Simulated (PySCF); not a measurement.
# C₅H₂F₃NO: runs on many settings

Which settings matter for C₅H₂F₃NO (`N#CCC(=C=O)C(F)(F)F`), and how do bad ones show?

Computed with PySCF 2.14.0, with density-fitted response routines of our own, on a single molecule, in the gas phase or a continuum. Atoms are numbered from 0 throughout.

### Step 1. The molecule as given

12 atoms, charge 0, multiplicity 1; geometry from: GFN2-xTB.

Bonds of the start (Å): N0–C1 1.14, C1–C2 1.45, C2–C3 1.52, C3–C4 1.30, C4–O5 1.15, C3–C6 1.50, C6–F7 1.34, C6–F8 1.34, C6–F9 1.34, C2–H10 1.09, C2–H11 1.09.

### Step 2. TDDFT and polarisability: HSE06/6-311G**

What the job is given:

```
{"job": {"kind": "uv", "xc": "HSE06", "basis": "6-311G**", "nstates": 25, "ntriplets": 0, "tda": false, "scf": {"guess": "atom"}, "grid": 3}, "charge": 0, "multiplicity": 1}
N      2.470730    -1.655386     0.212998
C      1.636232    -1.096286    -0.328654
C      0.581927    -0.374161    -1.009881
C     -0.171240     0.521414    -0.038611
C      0.137499     1.778415     0.125416
O      0.409801     2.893833     0.219313
C     -1.224861    -0.129482     0.804877
F     -2.065842    -0.864738     0.058558
F     -0.716554    -0.967688     1.721231
F     -1.969609     0.762226     1.467539
H     -0.113750    -1.094269    -1.451389
H      1.026864     0.225438    -1.807424
```

Level: TDDFT HSE06/6-311G**, vertical, gas phase, core orbitals frozen in the response.

Launch:

```sh
$ OMP_NUM_THREADS=1 python probes_run.py task.json out
```

This one command runs all jobs of the session in turn.

The program printed:

```text
final grid: 160976 points
cycle   1  E = -620.4863896573  dE =  2.634e+00  |g| = 1.206e+00  |ddm| = 3.456e+00
cycle   2  E = -620.1903010947  dE =  2.961e-01  |g| = 1.703e+00  |ddm| = 2.724e+00
cycle   3  E = -620.6978365648  dE = -5.075e-01  |g| = 5.514e-01  |ddm| = 1.994e+00
cycle   4  E = -620.7634843325  dE = -6.565e-02  |g| = 1.200e-01  |ddm| = 3.946e-01
cycle   5  E = -620.7662469216  dE = -2.763e-03  |g| = 3.645e-02  |ddm| = 1.102e-01
cycle   6  E = -620.7665195035  dE = -2.726e-04  |g| = 1.167e-02  |ddm| = 3.738e-02
cycle   7  E = -620.7665444380  dE = -2.493e-05  |g| = 4.707e-03  |ddm| = 1.112e-02
cycle   8  E = -620.7665485097  dE = -4.072e-06  |g| = 1.517e-03  |ddm| = 4.131e-03
cycle   9  E = -620.7665488539  dE = -3.442e-07  |g| = 5.337e-04  |ddm| = 1.160e-03
cycle  10  E = -620.7665489038  dE = -4.985e-08  |g| = 1.203e-04  |ddm| = 4.486e-04
cycle  11  E = -620.7665489060  dE = -2.188e-09  |g| = 3.286e-05  |ddm| = 1.066e-04
cycle  12  E = -620.7665489062  dE = -2.383e-10  |g| = 9.914e-06  |ddm| = 4.167e-05
converged SCF energy = -620.7665489062

Static polarisability (au): isotropic 55.791, principal 43.672 52.578 71.123

Singlet excitations
state   eV       nm        f      main configurations
  1   3.7698    328.9   0.00021   H->L 0.99
  2   6.3658    194.8   0.00053   H-1->L 0.98
  3   6.5299    189.9   0.01508   H-2->L 0.92
  4   7.1768    172.8   0.06418   H->L+1 0.66, H->L+3 0.16
  5   7.2956    169.9   0.00504   H-3->L 0.94
  6   7.5471    164.3   0.01029   H->L+2 0.94
  7   7.7942    159.1   0.02827   H->L+3 0.53, H-4->L 0.34
  8   7.9936    155.1   0.00009   H-1->L+1 0.29, H-2->L+1 0.27, H-1->L+2 0.12
  9   8.2983    149.4   0.00519   H->L+4 0.28, H-1->L+2 0.26, H-2->L+1 0.16
 10   8.3817    147.9   0.00253   H->L+4 0.45, H-2->L+1 0.15, H-2->L+2 0.11
 11   8.3950    147.7   0.00397   H-2->L+2 0.35, H-1->L+2 0.25, H-1->L+1 0.11
 12   8.4745    146.3   0.00039   H-5->L 0.99
 13   8.7138    142.3   0.13573   H-4->L 0.32, H-7->L 0.19, H->L+3 0.11
 14   8.9200    139.0   0.00742   H-6->L 0.59, H-11->L 0.25, H-7->L 0.11
 15   9.1085    136.1   0.06120   H-7->L 0.27, H-6->L 0.20, H-11->L 0.12
 16   9.1610    135.3   0.03316   H-1->L+3 0.21, H-1->L+1 0.16, H-1->L+2 0.10
 17   9.1863    135.0   0.02856   H-11->L 0.42, H-7->L 0.23, H->L+5 0.10
 18   9.2328    134.3   0.00435   H->L+5 0.58, H-11->L 0.10
 19   9.2645    133.8   0.00895   H-3->L+1 0.53, H-2->L+3 0.14
 20   9.3125    133.1   0.00505   H-2->L+3 0.27, H-3->L+1 0.24, H->L+5 0.17
 21   9.6088    129.0   0.01550   H-3->L+2 0.85
 22   9.6743    128.2   0.02902   H-1->L+4 0.51, H-1->L+3 0.28
 23   9.8088    126.4   0.02181   H-2->L+4 0.53, H-1->L+4 0.16, H-2->L+3 0.14
 24   9.9669    124.4   0.16070   H-8->L 0.42, H-9->L 0.29, H-10->L 0.09
 25  10.0475    123.4   0.01066   H->L+6 0.56, H->L+7 0.37
```

Wall time 51 s (1 thread of AMD EPYC 9R14, shared host); peak memory 0.91 GiB.

The orbitals next to the gap, with their largest atomic shares:

| orbital | eV | atoms |
| --- | --- | --- |
| HOMO−3 | -10.24 | N0 85 %, C1 11 % |
| HOMO−2 | -9.57 | N0 48 %, C1 38 %, C3 4 % |
| HOMO−1 | -9.46 | N0 49 %, C1 36 %, C2 5 % |
| HOMO | -7.81 | C3 48 %, O5 22 %, C4 16 % |
| LUMO | -2.70 | C4 48 %, O5 27 %, C3 8 % |
| LUMO+1 | -0.40 | C4 28 %, C3 14 %, C1 12 % |
| LUMO+2 | 0.28 | C1 31 %, N0 28 %, H10 19 % |

With each of the 25 states as a Gaussian band of 0.4 eV half-width at 1/e, the curve within the window shown has maxima at 171 nm (ε 3,200), 139 nm (ε 8,700), 126 nm (ε 8,900) L/(mol cm). Beyond the last state computed it falls off for lack of states. The curve at chosen wavelengths:

```
 nm  ε (L/mol/cm)
120          3112
131          6653
142          7914
153          1608
163          2255
174          3021
185          1200
196           529
207           111
218             9
228             0
239             0
250             0
261             0
272             0
283             1
293             2
304             5
315             7
326             8
337             8
348             7
358             5
369             3
380             2
391             1
```

Further results of this job:

| property | computed |
| --- | --- |
| dipole moment (D) | 3.61 |
| polarisability (Å³) | 8.27 |
| HOMO–LUMO gap (eV) | 5.11 |
| −ε(HOMO) (eV) | 7.81 |

### Step 3. Excited states and response: WP04/def2-SVPD

Same as in step 2 but for these lines:

```diff
@@ -1,2 +1,2 @@
-{"job": {"kind": "uv", "xc": "HSE06", "basis": "6-311G**", "nstates": 25, "ntriplets": 0, "tda": false, "scf": {"guess": "atom"}, "grid": 3}, "charge": 0, "multiplicity": 1}
+{"job": {"kind": "uv", "xc": "WP04", "basis": "def2-SVPD", "nstates": 12, "ntriplets": 2, "tda": true, "scf": {"level_shift": 0.3, "guess": "sap"}}, "charge": 0, "multiplicity": 1}
 N      2.470730    -1.655386     0.212998
```

With the program's defaults for keys left out, this is: TDA WP04/def2-SVPD, vertical, gas phase, core orbitals frozen in the response.

The program printed:

```text
final grid: 123800 points
cycle   1  E = -620.9835787480  dE =  8.167e+00  |g| = 6.166e+00  |ddm| = 9.634e+01
cycle   2  E = -571.3173281596  dE =  4.967e+01  |g| = 1.277e+01  |ddm| = 2.621e+02
cycle   3  E = -626.2149917819  dE = -5.490e+01  |g| = 5.410e+00  |ddm| = 2.401e+02
cycle   4  E = -632.2144997031  dE = -6.000e+00  |g| = 1.436e+00  |ddm| = 1.481e+01
cycle   5  E = -632.4584354138  dE = -2.439e-01  |g| = 1.246e+00  |ddm| = 3.254e+00
cycle   6  E = -632.7335641318  dE = -2.751e-01  |g| = 4.791e-01  |ddm| = 1.558e+00
cycle   7  E = -632.7769357676  dE = -4.337e-02  |g| = 2.246e-01  |ddm| = 6.414e-01
cycle   8  E = -632.7877996843  dE = -1.086e-02  |g| = 6.674e-02  |ddm| = 2.443e-01
cycle   9  E = -632.7891365537  dE = -1.337e-03  |g| = 2.178e-02  |ddm| = 1.672e-01
cycle  10  E = -632.7892450869  dE = -1.085e-04  |g| = 1.678e-02  |ddm| = 4.267e-02
cycle  11  E = -632.7892994552  dE = -5.437e-05  |g| = 4.451e-03  |ddm| = 2.834e-02
cycle  12  E = -632.7893049168  dE = -5.462e-06  |g| = 1.207e-03  |ddm| = 1.409e-02
cycle  13  E = -632.7893055795  dE = -6.627e-07  |g| = 4.763e-04  |ddm| = 5.566e-03
cycle  14  E = -632.7893057282  dE = -1.487e-07  |g| = 2.418e-04  |ddm| = 2.207e-03
cycle  15  E = -632.7893057650  dE = -3.673e-08  |g| = 1.232e-04  |ddm| = 8.785e-04
cycle  16  E = -632.7893057758  dE = -1.078e-08  |g| = 5.145e-05  |ddm| = 4.567e-04
cycle  17  E = -632.7893057783  dE = -2.504e-09  |g| = 3.159e-05  |ddm| = 2.137e-04
cycle  18  E = -632.7893057791  dE = -7.917e-10  |g| = 1.569e-05  |ddm| = 1.045e-04
level shift removed, Fock matrix diagonalised once more
converged SCF energy = -632.7893057791

Static polarisability (au): isotropic 63.192, principal 51.159 60.365 78.051

Singlet excitations
state   eV       nm        f      main configurations
  1   3.6980    335.3   0.00031   H->L 1.00
  2   5.7198    216.8   0.00053   H-1->L 1.00
  3   5.8940    210.4   0.02176   H-2->L 0.96
  4   6.4659    191.8   0.00070   H-3->L 0.99
  5   7.0659    175.5   0.04745   H->L+1 0.46, H->L+3 0.44
  6   7.2423    171.2   0.01597   H->L+2 0.98
  7   7.5476    164.3   0.02144   H->L+3 0.41, H-4->L 0.39, H->L+1 0.11
  8   7.8329    158.3   0.00091   H-1->L+1 0.49, H-2->L+1 0.27
  9   7.9420    156.1   0.00689   H->L+4 0.67, H-1->L+1 0.13, H-4->L 0.10
 10   7.9937    155.1   0.00318   H-2->L+1 0.49, H-1->L+2 0.15, H-1->L+1 0.14
 11   8.0364    154.3   0.00023   H-5->L 1.00
 12   8.1959    151.3   0.00133   H-2->L+2 0.53, H-1->L+2 0.38

Triplet excitations (Tamm-Dancoff, eV): 3.3445 5.2096
```

Run time: 32 s. Hardware: 1 thread of AMD EPYC 9R14, shared host; peak memory 1.1 GiB.

Key values: HOMO -9.63 eV, LUMO -4.90 eV; lowest singlet 3.70 eV.

### Step 4. Ultraviolet spectrum: PBE0/3-21G in methanol

Same as in step 3 but for these lines:

```diff
@@ -1,2 +1,2 @@
-{"job": {"kind": "uv", "xc": "WP04", "basis": "def2-SVPD", "nstates": 12, "ntriplets": 2, "tda": true, "scf": {"level_shift": 0.3, "guess": "sap"}}, "charge": 0, "multiplicity": 1}
+{"job": {"kind": "uv", "xc": "PBE0", "basis": "3-21G", "solvent": "methanol", "nstates": 12, "ntriplets": 2, "tda": true, "scf": {"guess": "huckel", "conv": 1e-08}}, "charge": 0, "multiplicity": 1}
 N      2.470730    -1.655386     0.212998
```

Method: TDA PBE0/3-21G, vertical, IEF-PCM methanol (non-equilibrium linear response), core orbitals frozen in the response.

The program printed:

```text
final grid: 123800 points
cycle   1  E = -604.0300487454  dE =  8.487e+00  |g| = 7.300e+00  |ddm| = 1.692e+01
cycle   2  E = -586.7945942763  dE =  1.724e+01  |g| = 9.649e+00  |ddm| = 5.928e+01
cycle   3  E = -616.5141313857  dE = -2.972e+01  |g| = 1.600e+00  |ddm| = 5.879e+01
cycle   4  E = -616.1041393589  dE =  4.100e-01  |g| = 2.013e+00  |ddm| = 3.267e+00
cycle   5  E = -617.1512267522  dE = -1.047e+00  |g| = 2.267e-01  |ddm| = 1.870e+00
cycle   6  E = -617.1535940339  dE = -2.367e-03  |g| = 2.207e-01  |ddm| = 4.182e-01
cycle   7  E = -617.1621930480  dE = -8.599e-03  |g| = 6.617e-02  |ddm| = 2.214e-01
cycle   8  E = -617.1631767537  dE = -9.837e-04  |g| = 1.087e-02  |ddm| = 6.528e-02
cycle   9  E = -617.1631950999  dE = -1.835e-05  |g| = 6.906e-03  |ddm| = 1.490e-02
cycle  10  E = -617.1632031126  dE = -8.013e-06  |g| = 1.152e-03  |ddm| = 5.392e-03
cycle  11  E = -617.1632033826  dE = -2.700e-07  |g| = 2.789e-04  |ddm| = 1.402e-03
cycle  12  E = -617.1632033935  dE = -1.088e-08  |g| = 1.374e-04  |ddm| = 3.810e-04
cycle  13  E = -617.1632033967  dE = -3.253e-09  |g| = 2.731e-05  |ddm| = 1.270e-04
converged SCF energy = -617.1632033967

Static polarisability (au): isotropic 56.496, principal 41.727 51.359 76.402

Singlet excitations
state   eV       nm        f      main configurations
  1   3.8151    325.0   0.00010   H->L 0.99
  2   6.9329    178.8   0.00129   H-1->L 0.94
  3   7.1110    174.4   0.00996   H-2->L 0.73, H->L+1 0.20
  4   7.6040    163.1   0.08371   H->L+1 0.41, H->L+3 0.23, H-2->L 0.17
  5   7.7453    160.1   0.03003   H->L+2 0.87
  6   7.8151    158.6   0.00172   H-3->L 0.93
  7   8.1160    152.8   0.00599   H-4->L 0.55, H->L+3 0.35
  8   8.3979    147.6   0.00025   H-5->L 0.97
  9   8.5373    145.2   0.00040   H-1->L+1 0.24, H-2->L+1 0.20, H-1->L+3 0.13
 10   8.7848    141.1   0.03776   H-7->L 0.72
 11   8.9010    139.3   0.00067   H-6->L 0.70, H-2->L+1 0.10
 12   8.9216    139.0   0.00773   H-1->L+2 0.30, H-2->L+1 0.25, H-6->L 0.23

Triplet excitations (Tamm-Dancoff, eV): 3.4250 5.4192
```

It took 7.3 s on 1 thread of AMD EPYC 9R14, shared host.

This run: HOMO -7.57 eV, LUMO -1.68 eV; lowest singlet 3.82 eV.

### Step 5. NMR shieldings: KT2/pcX-1

Same as in step 4 but for these lines:

```diff
@@ -1,2 +1,2 @@
-{"job": {"kind": "uv", "xc": "PBE0", "basis": "3-21G", "solvent": "methanol", "nstates": 12, "ntriplets": 2, "tda": true, "scf": {"guess": "huckel", "conv": 1e-08}}, "charge": 0, "multiplicity": 1}
+{"job": {"kind": "nmr", "xc": "KT2", "basis": "pcX-1", "pop": false, "scf": {"conv": 0.001, "max_cycle": 73}}, "charge": 0, "multiplicity": 1}
 N      2.470730    -1.655386     0.212998
```

With the program's defaults for keys left out, this is: KT2/pcX-1.

The program printed:

```text
KeyError: 'Element h (Z=1) not found in basis pcX-1 version 1'
```

It took 0.02 s on 1 thread of AMD EPYC 9R14, shared host.

Why it failed: The basis pcX-1 has no functions for an element of the molecule, so the input was refused before any integral. The remedy is to choose a basis that covers all elements.

### Step 6. NMR shieldings: HSE06/pcSseg-1

Same as in step 5 but for these lines:

```diff
@@ -1,2 +1,2 @@
-{"job": {"kind": "nmr", "xc": "KT2", "basis": "pcX-1", "pop": false, "scf": {"conv": 0.001, "max_cycle": 73}}, "charge": 0, "multiplicity": 1}
+{"job": {"kind": "nmr", "xc": "HSE06", "basis": "pcSseg-1", "pop": false}, "charge": 0, "multiplicity": 1}
 N      2.470730    -1.655386     0.212998
```

Level: GIAO HSE06/pcSseg-1 NMR shielding, non-relativistic, gas phase.

The program printed:

```text
coarse grid: 12080 points
cycle   1  E = -620.2269874571  dE =  1.907e+00  |g| = 1.119e+00  |ddm| = 3.518e+00
cycle   2  E = -619.3662432296  dE =  8.607e-01  |g| = 2.424e+00  |ddm| = 2.286e+00
cycle   3  E = -620.4129432645  dE = -1.047e+00  |g| = 4.529e-01  |ddm| = 1.828e+00
cycle   4  E = -620.4545160477  dE = -4.157e-02  |g| = 8.865e-02  |ddm| = 3.533e-01
cycle   5  E = -620.4558796583  dE = -1.364e-03  |g| = 2.458e-02  |ddm| = 7.587e-02
cycle   6  E = -620.4559805496  dE = -1.009e-04  |g| = 1.123e-02  |ddm| = 2.659e-02
cycle   7  E = -620.4560019925  dE = -2.144e-05  |g| = 4.690e-03  |ddm| = 9.142e-03
cycle   8  E = -620.4560063051  dE = -4.313e-06  |g| = 1.180e-03  |ddm| = 3.776e-03
final grid: 123800 points
cycle   9  E = -620.5487721898  dE = -4.389e-05  |g| = 1.317e-02  |ddm| = 3.159e-02
cycle  10  E = -620.5487346386  dE =  3.755e-05  |g| = 1.976e-02  |ddm| = 2.022e-02
cycle  11  E = -620.5487916925  dE = -5.705e-05  |g| = 3.932e-03  |ddm| = 1.295e-02
cycle  12  E = -620.5487946108  dE = -2.918e-06  |g| = 5.797e-04  |ddm| = 2.970e-03
cycle  13  E = -620.5487946670  dE = -5.625e-08  |g| = 2.093e-04  |ddm| = 4.642e-04
cycle  14  E = -620.5487946735  dE = -6.411e-09  |g| = 1.255e-04  |ddm| = 2.217e-04
cycle  15  E = -620.5487946767  dE = -3.211e-09  |g| = 2.189e-05  |ddm| = 8.944e-05
cycle  16  E = -620.5487946768  dE = -9.163e-11  |g| = 5.950e-06  |ddm| = 1.951e-05
converged SCF energy = -620.5487946768

GIAO shielding tensors (ppm)
atom      isotropic    diamagn.    paramagn.     s11        s22        s33       span
  0 N      -39.364     338.743    -378.107   -211.220   -199.200    292.329    503.549
  1 C       65.483     260.049    -194.566    -52.927    -44.036    293.413    346.340
  2 C      172.917     242.045     -69.127    164.168    171.494    183.090     18.922
  3 C      150.255     265.357    -115.102    134.730    148.280    167.755     33.025
  4 C      -10.823     260.441    -271.264    -93.729    -50.738    111.997    205.726
  5 O      -77.453     400.808    -478.260   -248.945   -109.804    126.392    375.337
  6 C       50.336     235.544    -185.208     36.235     53.766     61.006     24.772
  7 F      239.203     473.257    -234.054    151.643    235.283    330.682    179.039
  8 F      227.360     474.179    -246.819    140.701    218.723    322.657    181.957
  9 F      249.722     470.190    -220.468    167.331    230.606    351.227    183.895
 10 H       28.577      26.773       1.804     23.679     27.835     34.216     10.537
 11 H       28.682      26.820       1.862     23.155     27.465     35.424     12.268
```

Run time: 33 s. Hardware: 1 thread of AMD EPYC 9R14, shared host; peak memory 1 GiB.

The references, computed at this level on geometries of the same kind, shield at (ppm): 1H TMS 31.72, 13C TMS 186.2, 19F CFCl3 168.9, 15N NH3 267.3, 17O H2O 335.7. Their shielding less the atom's gives the shift. The references are single molecules in the gas phase, so shifts against H2O, NH3, PH3, H3PO4 or CFCl3 are not on the usual liquid scales and can be off by tens of ppm. Atoms listed in one row are averaged.

| atoms | environment | σ (ppm) | δ (ppm) |
| --- | --- | --- | --- |
| C4 | central carbon of a ketene | -10.8 | 197.1 |
| C6 | CF3 carbon | 50.3 | 135.9 |
| C1 | nitrile carbon | 65.5 | 120.7 |
| C3 | terminal carbon of a ketene | 150.3 | 36.0 |
| C2 | allylic sp3 CH2 | 172.9 | 13.3 |
| H10, H11 | hydrogen on an allylic sp3 CH2 | 28.63 | 3.09 |
| N0 | nitrile nitrogen | -39.4 | 306.7 |
| O5 | carbonyl oxygen | -77.5 | 413.2 |
| F7, F8, F9 | fluorine of a CF3 group | 238.8 | -69.8 |

### Step 7. Run by run: electronic excitations

Excitations and ground-state properties, with basis size and wall time:

| run | lowest singlet (eV) | brightest (eV) | f | gap (eV) | α (Å³) | μ (D) | functions | time |
| --- | --- | --- | --- | --- | --- | --- | --- | --- |
| HSE06/6-311G** | 3.77 | 9.97 | 0.161 | 5.11 | 8.27 | 3.61 | 192 | 51 s |
| WP04/def2-SVPD | 3.70 | 7.07 | 0.047 | 4.73 | 9.36 | 3.66 | 228 | 32 s |
| PBE0/3-21G in methanol | 3.82 | 7.60 | 0.084 | 5.90 | 8.37 | 4.33 | 94 | 7.3 s |

### Step 8. Results

| quantity | value |
| --- | --- |
| lowest singlet (HSE06/6-311G**) | 3.77 eV (329 nm), f = 0.000 |
| brightest single state of those computed | state 24, 9.97 eV, f = 0.161 |
| 13C shifts against TMS (HSE06/pcSseg-1) | 197.1, 135.9, 120.7, 36.0, 13.3 ppm |
| 1H shifts against TMS (HSE06/pcSseg-1, means over atoms taken as alike) | 3.09 ppm |
| 15N shifts against NH3 (HSE06/pcSseg-1) | 306.7 ppm |
| 17O shifts against H2O (HSE06/pcSseg-1) | 413.2 ppm |
| 19F shifts against CFCl3 (HSE06/pcSseg-1, means over atoms taken as alike) | -69.8 ppm |
| range of the lowest singlet | 3.70 to 3.82 eV |
| property runs in this session | 5, of which 1 failed and 0 gave unsound results |

Single values in the summary come from the first sound run of each kind (HSE06/6-311G**; HSE06/pcSseg-1), which need not be the best level. The first singlet state (HOMO→LUMO 0.99) lies at 3.77 eV and is dark; of the 25 states computed, the strongest absorption comes from state 24 at 9.97 eV. At HSE06/6-311G**, states above −ε(HOMO) (7.81 eV) lie where TDDFT describes them poorly and they hang on the basis; the brightest is among them. The basis of HSE06/6-311G** has no diffuse functions, so Rydberg states are missing and the high states are unreliable. At HSE06/pcSseg-1: Shielding is most anisotropic at N0 (span 504 ppm, paramagnetic term -378 ppm). The lowest singlet runs from 3.70 eV (WP04/def2-SVPD) to 3.82 eV (PBE0/3-21G in methanol), while the orbital gap spans 4.73 to 5.90 eV. Some runs use the Tamm-Dancoff approximation and others full TDDFT, which shifts states apart from functional and basis. The lowest state need not be the same one in every run. The runs solved for a few states only, so the brightest column depends on that window.
